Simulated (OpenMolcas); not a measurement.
# B: RASSCF and RASPT2 terms and fine-structure levels

Which level of B lies lowest, and where do the others fall? The reference wave functions come first, then spin-orbit coupling, then second-order correlation under several settings.

The numbers are computed with OpenMolcas 26.06 (state-averaged RASSCF and RASPT2, spin-orbit coupling by RASSI with atomic mean-field integrals), except any that are marked as measured or tabulated.

**1. The atom as given**

* Species: B (boron, Z = 5, 5 electrons)
* Basis: ANO-RCC-VTZP [4s3p2d1f], 30 functions
* Scalar Hamiltonian: DKH2, point nucleus
* Inactive shells: 1s
* Active space: 3 electrons in 9 orbitals (RAS2 2s 2p; RAS3 3d, at most 2 electrons)
* Some configurations of this space: 2p3, 2s 2p2, 2s2 2p
* Orbitals: optimised for each spin and parity, averaged over the low roots

The outer shells:

2p3
```
2p [↑ ][↑ ][↑ ]
```

2s 2p2
```
2s [↑ ]
2p [↑ ][↑ ][  ]
```

2s2 2p
```
2s [↑↓]
2p [↑ ][  ][  ]
```

The work runs as a chain of OpenMolcas steps in one folder; each step below is one input file. Labels, J, g values, rates, χT and fits are worked out afterwards by a script from the matrices that RASSI stores.

**2. Basis and integrals**

The input, a.inp:

```
&GATEWAY
Coord
1

B 0.0 0.0 0.0
Basis=ANO-RCC-VTZP
Group=XYZ
NoMove
AngMom=0.0 0.0 0.0
AMFI
&SEWARD
```

The run is started by

```sh
> OMP_NUM_THREADS=1 MOLCAS_MEM=2252 MOLCAS_PROJECT=a pymolcas a.inp > a.log
```

Output:

```text
Basis set label: B.ANO-RCC...4S3P2D1F.

      Electronic valence basis set:
      ------------------
      Associated Effective Charge   5.000000 au
      Associated Actual Charge      5.000000 au
      Nuclear Model: Point charge

      Shell  nPrim  nBasis  Cartesian Spherical Contaminant
         s      14       4        X
         p       9       3        X
         d       5       2                 X
         f       3       1                 X
                  Relativistic Douglas-Kroll-Hess integrals:
                    - DKH order of Hamiltonian: 2
                    - DKH order of Properties : 0
                  Atomic mean-field integrals
```

**3. Start orbitals from a smaller active space**

The input, a.inp:

```
&RASSCF
FileOrb=start.orb
Symmetry=2
Spin=4
nActEl=3 0 0
Inactive=1 0
Ras2=1 3
CIRoot=1 1 1
SDav=1
CIMx=300
Iter=120 100
PrWF=0.3
OrbListing=Nothing
MaxOrb=0
Atom
>>> COPY $Project.JobIph JOBPRE
```

The run is started by

```sh
> OMP_NUM_THREADS=1 MOLCAS_MEM=2252 MOLCAS_PROJECT=a pymolcas a.inp > a.log
```

Its output is not shown; its orbitals start the next step.

**4. Reference wave functions, quartets of odd parity, 1 root**

The input, a.inp:

```
&RASSCF
FileOrb=start.orb
Symmetry=2
Spin=4
nActEl=3 0 2
Inactive=1 0
Ras2=1 3
Ras3=5 0
CIRoot=1 1 1
SDav=46
CIMx=300
Iter=120 100
PrWF=0.3
OrbListing=Nothing
MaxOrb=0
Thrs=2.0e-7 1.0e-1 5.0e-4
Atom
>>> COPY $Project.JobIph JOB001
```

Output:

```text
Wave function specifications:
      -----------------------------

      Number of closed shell electrons           2
      Number of electrons in active shells       3
      Max number of holes in RAS1 space          0
      Max nr of electrons in RAS3 space          2
      Number of inactive orbitals                1
      Number of active orbitals                  9
      Number of secondary orbitals              20
      Spin quantum number                      1.5
      State symmetry                             2
Orbital specifications:
      -----------------------

      Symmetry species                           1   2
                                                ag  au
      Frozen orbitals                            0   0
      Inactive orbitals                          1   0
      Active orbitals                            6   3
      RAS1 orbitals                              0   0
      RAS2 orbitals                              1   3
      RAS3 orbitals                              5   0
      Secondary orbitals                         7  13
      Deleted orbitals                           0   0
      Number of basis functions                 14  16
      Number of CSFs                            46
      Number of root(s) required                 1
      Iter CI   SX   CI       RASSCF       Energy    max ROT     max BLB   max BLB  Level Ln srch  Step   QN
          iter iter root      energy       change     param      element    value   shift minimum  type update
 Nr of preliminary CI iterations:   1
 ###############################################################################
 ###############################################################################
 ###                                                                         ###
 ###                                                                         ###
 ###    WARNING: Problems in orbital optimization.                           ###
 ###                                                                         ###
 ###                                                                         ###
 ###############################################################################
 ###############################################################################
  Warning: In symmetry  1, orbital p=   2 has diagonal density matrix element D(p,p) close to zero. D(p,p)=  6.630832E-31
        1   1    4    1   -24.14905184    0.00E+00  -1.15E-05    1   4 2 -2.54E-06   0.50   0.00    SX    NO
        ...
 ###############################################################################
 ###############################################################################
  Warning: In symmetry  1, orbital p=   2 has diagonal density matrix element D(p,p) close to zero. D(p,p)=  2.087995E-30
        4   1    2    1   -24.14905184   -5.86E-13   6.59E-07    1   4 2 -8.97E-08   0.50   0.00    SX    NO
      Convergence after  4 iterations
        5   1    2    1   -24.14905184   -8.53E-14   6.59E-07    1   7 2 -4.35E-08   0.50   0.00    SX    NO
      Natural orbitals and occupation numbers for root  1
      sym 1:   0.000000   0.003809   0.003809   0.003809   0.003809   0.003809
      sym 2:   0.993652   0.993652   0.993652
::    RASSCF root number  1 Total energy:    -24.14905184
```

The warning on the orbital optimisation comes with active orbitals that are nearly full or empty in all roots, whose rotations are then almost redundant.

**5. Reference wave functions, doublets of odd parity, 3 roots**

The input, a.inp:

```
&RASSCF
FileOrb=start.orb
Symmetry=2
Spin=2
nActEl=3 0 2
Inactive=1 0
Ras2=1 3
Ras3=5 0
CIRoot=3 3 1
SDav=116
CIMx=300
Iter=120 100
PrWF=0.3
OrbListing=Nothing
MaxOrb=0
Thrs=2.0e-7 1.0e-1 5.0e-4
Atom
>>> COPY $Project.JobIph JOB002
```

The run is started by

```sh
> OMP_NUM_THREADS=1 MOLCAS_MEM=2252 MOLCAS_PROJECT=a pymolcas a.inp > a.log
```

Output:

```text
Wave function specifications:
      -----------------------------

      Number of closed shell electrons           2
      Number of electrons in active shells       3
      Max number of holes in RAS1 space          0
      Max nr of electrons in RAS3 space          2
      Number of inactive orbitals                1
      Number of active orbitals                  9
      Number of secondary orbitals              20
      Spin quantum number                      0.5
      State symmetry                             2
Orbital specifications:
      -----------------------

      Symmetry species                           1   2
                                                ag  au
      Frozen orbitals                            0   0
      Inactive orbitals                          1   0
      Active orbitals                            6   3
      RAS1 orbitals                              0   0
      RAS2 orbitals                              1   3
      RAS3 orbitals                              5   0
      Secondary orbitals                         7  13
      Deleted orbitals                           0   0
      Number of basis functions                 14  16
      Number of CSFs                           116
      Number of root(s) required                 3
      Iter CI   SX   CI       RASSCF       Energy    max ROT     max BLB   max BLB  Level Ln srch  Step   QN
          iter iter root      energy       change     param      element    value   shift minimum  type update
 Nr of preliminary CI iterations:   1
        1   1    7    0   -24.58869963    0.00E+00   3.44E-02    2   8 1 -5.28E-02*  0.00   0.00    SX    NO
        2   1    7    0   -24.59140645   -2.71E-03* -5.15E-03    2   8 1 -5.48E-03*  0.00   0.00    SX    NO
        3   1    6    0   -24.59144182   -3.54E-05*  8.58E-04    2   8 1 -8.11E-04*  0.00   0.00    SX    NO
        4   1    5    0   -24.59144251   -6.94E-07* -2.10E-04    2   8 1 -1.07E-04   0.00   0.00    SX    NO
        5   1    4    0   -24.59144253   -1.50E-08  -5.86E-05    2   8 1 -1.62E-05   0.00   1.18    QN   YES
      Convergence after  5 iterations
        6   1    4    0   -24.59144253   -4.25E-10  -5.86E-05    2   8 1  5.60E-07   0.00   1.18    QN   YES
      Natural orbitals and occupation numbers for root  1
      sym 1:   1.876870   0.006862   0.008922   0.006862   0.000318   0.000318
      sym 2:   0.056190   0.987467   0.056190
      Natural orbitals and occupation numbers for root  2
      sym 1:   1.876870   0.000318   0.000318   0.006862   0.006862   0.008922
      sym 2:   0.056190   0.056190   0.987467
      Natural orbitals and occupation numbers for root  3
      sym 1:   1.876870   0.006862   0.000318   0.000318   0.006862   0.008922
      sym 2:   0.987467   0.056190   0.056190
::    RASSCF root number  1 Total energy:    -24.59144253
::    RASSCF root number  2 Total energy:    -24.59144253
::    RASSCF root number  3 Total energy:    -24.59144253
```

**6. Reference wave functions, quartets of even parity, 3 roots**

The input, a.inp:

```
&RASSCF
FileOrb=start.orb
Symmetry=1
Spin=4
nActEl=3 0 2
Inactive=1 0
Ras2=1 3
Ras3=5 0
CIRoot=3 3 1
SDav=28
CIMx=300
Iter=120 100
PrWF=0.3
OrbListing=Nothing
MaxOrb=0
Thrs=2.0e-7 1.0e-1 5.0e-4
Atom
>>> COPY $Project.JobIph JOB003
```

Output:

```text
Wave function specifications:
      -----------------------------

      Number of closed shell electrons           2
      Number of electrons in active shells       3
      Max number of holes in RAS1 space          0
      Max nr of electrons in RAS3 space          2
      Number of inactive orbitals                1
      Number of active orbitals                  9
      Number of secondary orbitals              20
      Spin quantum number                      1.5
      State symmetry                             1
Orbital specifications:
      -----------------------

      Symmetry species                           1   2
                                                ag  au
      Frozen orbitals                            0   0
      Inactive orbitals                          1   0
      Active orbitals                            6   3
      RAS1 orbitals                              0   0
      RAS2 orbitals                              1   3
      RAS3 orbitals                              5   0
      Secondary orbitals                         7  13
      Deleted orbitals                           0   0
      Number of basis functions                 14  16
      Number of CSFs                            28
      Number of root(s) required                 3
      Iter CI   SX   CI       RASSCF       Energy    max ROT     max BLB   max BLB  Level Ln srch  Step   QN
          iter iter root      energy       change     param      element    value   shift minimum  type update
 Nr of preliminary CI iterations:   1
        1   1    4    0   -24.46672684    0.00E+00   4.61E-05    1   4 2  9.09E-07   0.00   0.00    SX    NO
        2   1    3    0   -24.46672684   -1.29E-10   1.47E-05    1   8 1  3.35E-07   0.00   0.00    SX    NO
        3   1    3    0   -24.46672684   -1.18E-11  -4.27E-06    1   4 2  8.09E-08   0.00   0.00    SX    NO
        4   1    2    0   -24.46672684   -1.03E-12   1.30E-06    1   8 1  3.09E-08   0.00   0.00    SX    NO
      Convergence after  4 iterations
        5   1    2    0   -24.46672684   -1.31E-13   1.30E-06    2   9 1 -8.06E-09   0.00   0.00    SX    NO
      Natural orbitals and occupation numbers for root  1
      sym 1:   0.997507   0.002559   0.002559   0.001884   0.000005   0.001884
      sym 2:   0.995557   0.002488   0.995557
      Natural orbitals and occupation numbers for root  2
      sym 1:   0.997507   0.001884   0.002559   0.001884   0.000005   0.002559
      sym 2:   0.995557   0.995557   0.002488
      Natural orbitals and occupation numbers for root  3
      sym 1:   0.997507   0.001884   0.000005   0.002559   0.002559   0.001884
      sym 2:   0.002488   0.995557   0.995557
::    RASSCF root number  1 Total energy:    -24.46672684
::    RASSCF root number  2 Total energy:    -24.46672684
::    RASSCF root number  3 Total energy:    -24.46672684
```

**7. RASSI: spin-orbit coupling between the states**

The input, a.inp:

```
&RASSI
NrOfJobIphs=2 3 3
1 2 3
1 2 3
IphNames
JOB002
JOB003
EJob
SpinOrbit
DIPRint=1.0
SOCoupling=1000.0
Subsets=2
MEES
Property=10
'ANGMOM' 1 'ANGMOM' 2 'ANGMOM' 3 'MLTPL  1' 1 'MLTPL  1' 2 'MLTPL  1' 3
'AMFI' 1 'AMFI' 2 'AMFI' 3 'MLTPL  2' 6
SOProperty=3
'ANGMOM' 1 'ANGMOM' 2 'ANGMOM' 3
```

Output:

```text
SPIN-FREE ENERGIES:
  (Shifted by EMIN (a.u.) =        -24.5914425264)

 SF State       Relative EMIN(au)   Rel lowest level(eV)    D:o, cm**(-1)      L_eff

     1             0.0000000000        0.0000000000              0.0000         1.0
     2             0.0000000000        0.0000000000              0.0000         1.0
     3             0.0000000000        0.0000000000              0.0000         1.0
     4             0.1247156866        3.3936867179          27371.9293         1.0
     5             0.1247156866        3.3936867179          27371.9293         1.0
     6             0.1247156866        3.3936867179          27371.9293         1.0
     Dipole printing threshold changed to   1.00000000E+00

++ Dipole transition strengths (spin-free states):
   -----------------------------------------------
     for osc. strength at least  1.00000000E+00

  ( Max oscillator strength is only    6.0651824737322538E-034 )
--
Eigenvalues of complex Hamiltonian:
   -----------------------------------
  (Shifted by EMIN (a.u.) =        -24.5914425264)

 SO State       Relative EMIN(au)   Rel lowest level(eV)    D:o, cm**(-1)     J-value

     1            -0.0000439594        0.0000000000              0.0000         0.4
     2            -0.0000439594        0.0000000000              0.0000         0.4
     3             0.0000219797        0.0017942929             14.4719         1.0
     4             0.0000219797        0.0017942929             14.4719         1.1
     5             0.0000219797        0.0017942929             14.4719         1.3
     6             0.0000219797        0.0017942929             14.4719         1.2
     7             0.1246767522        3.3938234554          27373.0322         0.4
     8             0.1246767522        3.3938234554          27373.0322         0.4
     9             0.1247001128        3.3944591301          27378.1593         0.9
    10             0.1247001128        3.3944591301          27378.1593         0.9
    11             0.1247001128        3.3944591301          27378.1593         1.3
    12             0.1247001128        3.3944591301          27378.1593         1.3
    13             0.1247390472        3.3955185879          27386.7044         2.3
    14             0.1247390472        3.3955185879          27386.7044         2.2
    15             0.1247390472        3.3955185879          27386.7044         1.2
    16             0.1247390472        3.3955185879          27386.7044         2.3
    17             0.1247390472        3.3955185879          27386.7044         2.3
    18             0.1247390472        3.3955185879          27386.7044         1.2
Weights of the five most important spin-orbit-free states for each spin-orbit state.

 SO State  Total energy (au)           Spin-free states, spin, and weights
 -------------------------------------------------------------------------------------------------------
    1        -0.000044       3 0.5  0.3333    2 0.5  0.3333    1 0.5  0.3333    6 1.5  0.0000    5 1.5  0.0000
    2        -0.000044       1 0.5  0.3333    2 0.5  0.3333    3 0.5  0.3333    6 1.5  0.0000    5 1.5  0.0000
    3         0.000022       3 0.5  0.6667    1 0.5  0.1673    2 0.5  0.1660    6 1.5  0.0000    5 1.5  0.0000
    4         0.000022       3 0.5  0.6349    2 0.5  0.2419    1 0.5  0.1231    6 1.5  0.0000    5 1.5  0.0000
    5         0.000022       1 0.5  0.5000    2 0.5  0.5000    6 1.5  0.0000    5 1.5  0.0000    4 1.5  0.0000
    6         0.000022       1 0.5  0.5429    2 0.5  0.4254    3 0.5  0.0317    6 1.5  0.0000    5 1.5  0.0000
    7         0.124677       6 1.5  0.3333    5 1.5  0.3333    4 1.5  0.3333    3 0.5  0.0000    2 0.5  0.0000
    8         0.124677       5 1.5  0.3333    6 1.5  0.3333    4 1.5  0.3333    3 0.5  0.0000    2 0.5  0.0000
    9         0.124700       6 1.5  0.5687    4 1.5  0.2237    5 1.5  0.2077    3 0.5  0.0000    2 0.5  0.0000
   10         0.124700       6 1.5  0.5678    4 1.5  0.2242    5 1.5  0.2080    3 0.5  0.0000    2 0.5  0.0000
   11         0.124700       5 1.5  0.4588    4 1.5  0.4432    6 1.5  0.0980    3 0.5  0.0000    2 0.5  0.0000
   12         0.124700       5 1.5  0.4590    4 1.5  0.4422    6 1.5  0.0989    3 0.5  0.0000    2 0.5  0.0000
```

Time for these steps: 16 s (1 thread, shared host).

Spin-free terms, from the roots grouped by L:

| configuration | term | E (cm-1) |
| --- | --- | --- |
| 2s2 2p | 2P* | 0.0 |
| 2s 2p2 | 4P | 27372 |

Fine-structure levels, from the RASSI matrices grouped by J:

```tsv
Configuration	Term	J	E (cm-1)	g	Leading %
2s2 2p	2P*	1/2	0.0	0.666	100
2s2 2p	2P*	3/2	14.5	1.334	100
2s 2p2	4P	1/2	27373	2.671	100
2s 2p2	4P	3/2	27378	1.735	100
2s 2p2	4P	5/2	27387	1.601	100
```

Orbitals of the lowest block:

| shell | space | energy (hartree) | mean occupation | ⟨r²⟩ (bohr²) |
| --- | --- | --- | --- | --- |
| 1s | inactive | -7.6732 | 2.000 | 0.141 |
| 2s | RAS2 |  | 1.877 | 4.63 |
| 2p | RAS2 |  | 1.100 | 5.45 |
| 3d | RAS3 |  | 0.023 | 6.02 |

(Part 1 of 2 ends here.)
